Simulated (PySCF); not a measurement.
# H6OSSi2: the cost of one run

Computed with PySCF 2.14.0, with density-fitted response routines of our own, on a single molecule in the gas phase. Atoms are numbered from 0 throughout.

## 1. The molecule as given

10 atoms, charge 0, multiplicity 1; geometry from: GFN2-xTB. The atoms were then displaced at random by about 0.01 Å, so the start is not that level's minimum.

Bonds of the start (Å): O0–Si1 1.64, Si1–S2 2.16, S2–Si3 2.08, O0–H4 0.96, Si1–H5 1.45, Si1–H6 1.45, Si3–H7 1.46, Si3–H8 1.48, Si3–H9 1.48.

## 2. Relaxing the molecule at PBE0-D3(BJ)/def2-SVP

What the job is given:

```
{"job": {"xc": "PBE0", "basis": "def2-SVP", "d3": "d3bj", "grid": 1, "shake": 0.01, "kind": "geom"}, "charge": 0, "multiplicity": 1}
O      2.741600    -0.583270     0.014780
Si     1.114640    -0.756200    -0.041350
S      0.230230     1.087870     0.661280
Si    -1.818950     0.736640     0.558920
H      3.111410     0.248510     0.310260
H      0.704700    -0.957790    -1.420020
H      0.747570    -1.826770     0.864870
H     -2.184080     0.448490    -0.828170
H     -2.423490     1.986710     1.059540
H     -2.173210    -0.405110     1.427610
```

The run is started by

```bash
$ OMP_NUM_THREADS=1 python probes_run.py task.json out
```

The driver reads the jobs from task.json and runs them one after another.

Q: Estimate the wall time and peak memory of this first job on 1 thread of Arm Neoverse N1, shared host.

About 24 s, with a peak of 0.41 GiB.
